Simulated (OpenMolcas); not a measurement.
# Ag⁵⁺ among point charges: CASSCF and CASPT2 levels and susceptibility

Aim: the splitting of the states of Ag⁵⁺ in the field of 6 point charges, its lowest levels with spin-orbit coupling and its magnetic susceptibility.

Program: OpenMolcas 26.06. Level of theory: state-averaged CASSCF and CASPT2, spin-orbit coupling by RASSI with atomic mean-field integrals. These are calculated values, not measurements, unless marked.

### 1 Starting point

* Species: Ag⁵⁺ (silver, Z = 47, 42 electrons)
* Basis: ANO-RCC-VDZP [6s5p3d1f], 43 functions
* Scalar Hamiltonian: DKH2, point nucleus
* Inactive shells: 1s 2s 2p 3s 3p 3d 4s 4p
* Active space: 6 electrons in 5 orbitals (4d)
* Some configurations of this space: 4d⁶
* Orbitals: optimised for each spin and parity, averaged over all roots

Outer shells as boxes (Hund's rule):

4d6
```
4d [↑↓][↑ ][↑ ][↑ ][↑ ]
```

The ion sits among 6 point charges of -1 e arranged as a tetragonal octahedron (D4h), 2.07 Å from the ion, with the axial distance 1.780 Å.

Each step is its own input file, run in one work folder so that later steps find the files of earlier ones. Labels, J, g values, rates, χT and fits are worked out afterwards by a script from the matrices that RASSI stores. The input lists half of the charges; inversion (Group=XYZ) makes the rest.

### 2 Basis and integrals

File a.inp:

```
&GATEWAY
Coord
1

Ag 0.0 0.0 0.0
Basis=ANO-RCC-VDZP
Group=XYZ
NoMove
AngMom=0.0 0.0 0.0
AMFI
XField
3 Angstrom 0
2.070000 0.000000 0.000000 -1.000000
0.000000 2.070000 0.000000 -1.000000
0.000000 0.000000 1.780200 -1.000000
&SEWARD
```

Launch:

```sh
> OMP_NUM_THREADS=1 MOLCAS_MEM=1689 MOLCAS_PROJECT=a pymolcas a.inp > a.log
```

### 3 Reference wave functions, quintets of even parity, 5 roots

File a.inp:

```
&RASSCF
FileOrb=start.orb
Symmetry=1
Spin=5
nActEl=6 0 0
Inactive=9 9
Ras2=5 0
CIRoot=5 5 1
SDav=5
CIMx=300
Iter=120 100
PrWF=0.3
OrbListing=Nothing
MaxOrb=0
>>> COPY $Project.JobIph JOB001
```

start.orb holds the contracted functions of the basis, ordered by shell, or the orbitals of the step before.

### 4 CASSCF: triplets of even parity, 45 roots

File a.inp:

```
&RASSCF
FileOrb=start.orb
Symmetry=1
Spin=3
nActEl=6 0 0
Inactive=9 9
Ras2=5 0
CIRoot=45 45 1
SDav=45
CIMx=300
Iter=120 100
PrWF=0.3
OrbListing=Nothing
MaxOrb=0
>>> COPY $Project.JobIph JOB002
```

### 5 CASSCF: singlets of even parity, 50 roots

File a.inp:

```
&RASSCF
FileOrb=start.orb
Symmetry=1
Spin=1
nActEl=6 0 0
Inactive=9 9
Ras2=5 0
CIRoot=50 50 1
SDav=50
CIMx=300
Iter=120 100
PrWF=0.3
OrbListing=Nothing
MaxOrb=0
>>> COPY $Project.JobIph JOB003
```

### 6 State interaction with spin-orbit coupling

File a.inp:

```
&RASSI
NrOfJobIphs=3 5 45 50
1 2 3 4 5
1 2 3 4 5 6 7 8 9 10 11 12 13 14 15 16 17 18 19 20 21 22 23 24 25 26 27
28 29 30 31 32 33 34 35 36 37 38 39 40 41 42 43 44 45
1 2 3 4 5 6 7 8 9 10 11 12 13 14 15 16 17 18 19 20 21 22 23 24 25 26 27
28 29 30 31 32 33 34 35 36 37 38 39 40 41 42 43 44 45 46 47 48 49 50
IphNames
JOB001
JOB002
JOB003
EJob
SpinOrbit
DIPRint=1.0
SOCoupling=1000.0
Subsets=2
Property=9
'ANGMOM' 1 'ANGMOM' 2 'ANGMOM' 3 'MLTPL  1' 1 'MLTPL  1' 2 'MLTPL  1' 3
'AMFI' 1 'AMFI' 2 'AMFI' 3
SOProperty=3
'ANGMOM' 1 'ANGMOM' 2 'ANGMOM' 3
```

### 7 CASPT2: IPEA 0.25, imaginary shift 0.1 (closed shells correlated: 4s 4p)

File a.inp:

```
>>> COPY JOB001 $Project.JobIph
&CASPT2
Multistate=5 1 2 3 4 5
NoMult
Frozen=8 6
IPEA=0.25
Imaginary=0.1
MaxIter=60
WThr=0.0 0.3 0.05
PrWF=0.5
NoMix
>>> COPY JOB002 $Project.JobIph
&CASPT2
Multistate=45 1 2 3 4 5 6 7 8 9 10 11 12 13 14 15 16 17 18 19 20 21 22
23 24 25 26 27 28 29 30 31 32 33 34 35 36 37 38 39 40 41 42 43 44 45
NoMult
Frozen=8 6
IPEA=0.25
Imaginary=0.1
MaxIter=60
WThr=0.0 0.3 0.05
PrWF=0.5
NoMix
>>> COPY JOB003 $Project.JobIph
&CASPT2
Multistate=50 1 2 3 4 5 6 7 8 9 10 11 12 13 14 15 16 17 18 19 20 21 22
23 24 25 26 27 28 29 30 31 32 33 34 35 36 37 38 39 40 41 42 43 44 45 46
47 48 49 50
NoMult
Frozen=8 6
IPEA=0.25
Imaginary=0.1
MaxIter=60
WThr=0.0 0.3 0.05
PrWF=0.5
NoMix
```

(Steps that only read results are left out.)

**Question.** What will these runs give? Wanted: spin-free ground state; first state of the same spin within the active space; lowest level; next level.

The runs gave:

| quantity | value |
| --- | --- |
| method | SS-CASPT2, IPEA 0.25, imaginary shift 0.1 (closed shells correlated: 4s 4p) |
| spin-free ground state | 5B2, 1-fold in its orbital part |
| first state of the same spin within the active space | 5B1 at 2200 cm⁻¹ |
| lowest level | 1-fold A1 |
| next level | 11.5 cm⁻¹ |
| χT at 300 K | 4.94 cm³ K/mol |
| effective moment at 300 K | 6.29 μB |

Cost by method:

```tsv
method	time of its own steps	time with the reference
A. CASSCF	20 s	20 s
B. SS-CASPT2, IPEA 0.25, imaginary shift 0.1, +4s 4p	5.2 s	26 s
```

Times are of one thread on a shared host.

What this shows: The spin-free ground state (5B2) comes to 100 % from free-ion D terms and keeps the highest spin of the shell. χT at 300 K is 4.94, against 3.01 cm³ K/mol for the spin alone, so orbital moment adds to it. An active space of the d shell alone favours high spin; real ions in strong fields can be low spin. The field of point charges can differ much from that of real complexes. With metal d orbitals alone active, the gaps between spin states are rough; where two lie within a few thousand cm-1, their order is open. This is an electrostatic model: the charges have no orbitals.
